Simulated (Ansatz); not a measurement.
# Sr3Re: the cost of one run

Computed with Ansatz 0.2.0 (DFT PBE, scalar-relativistic, plane waves, PAW, unless a step's input says otherwise).

### 1 The system as given

It takes space group Pm-3m (No. 221, cubic). Conventional cell: a = 4.785 Å, b = 4.785 Å, c = 4.785 Å, α = 90.00°, β = 90.00°, γ = 90.00°. Sr (site symmetry 4/mmm) has 8 Sr at 3.38 Å and 4 Re at 3.38 Å as nearest neighbours. Re (site symmetry m-3m) has 12 Sr at 3.38 Å as nearest neighbours.

Structure file:

```
CELL_PARAMETERS angstrom
4.78527 0.00000 0.00000
0.00000 4.78527 0.00000
0.00000 0.00000 4.78527
ATOMIC_POSITIONS crystal
Sr 0.00000 0.50000 0.50000
Sr 0.50000 0.00000 0.50000
Sr 0.50000 0.50000 0.00000
Re 0.00000 0.00000 0.00000
```

(A quick probe on a coarse mesh, which set the mesh and smearing, is not shown.)

### 3 Coarse relaxation

File input.yaml:

```yaml
crystal:
  lattice:
    - [4.7852673761, 0.0, 0.0]
    - [0.0, 4.7852673761, 0.0]
    - [0.0, 0.0, 4.7852673761]
  atoms:
    - { symbol: Sr, position: [0.0, 0.5, 0.5] }
    - { symbol: Sr, position: [0.5, 0.0, 0.5] }
    - { symbol: Sr, position: [0.5, 0.5, 0.0] }
    - { symbol: Re, position: [0.0, 0.0, 0.0] }
basis:
  ecutwfc: 420
kpoints:
  mp_grid: { grid: [4, 4, 4] }
hamiltonian:
  xc: pbe
scf:
  occupations: { method: gaussian, width: 0.1 }
  lower_state_search: "off"
output:
  forces: true
  stress: true
  eigenvalues: true
relax:
  adjacent_minimum: "off"
  f_tol: 0.04
  max_steps: 70
  cell: { stress_tol: 0.4 }
```

Launch:

```
> ansatz run input.yaml --threads 1 --pin off --max-ram 2560MiB --backend cpu --events-out ev --progress --plain --runs-dir out
```

Q: Estimate wall time and peak memory on 1 thread of Arm Neoverse V2, shared host.

About 7.6 s, with a peak of 0.35 GiB.
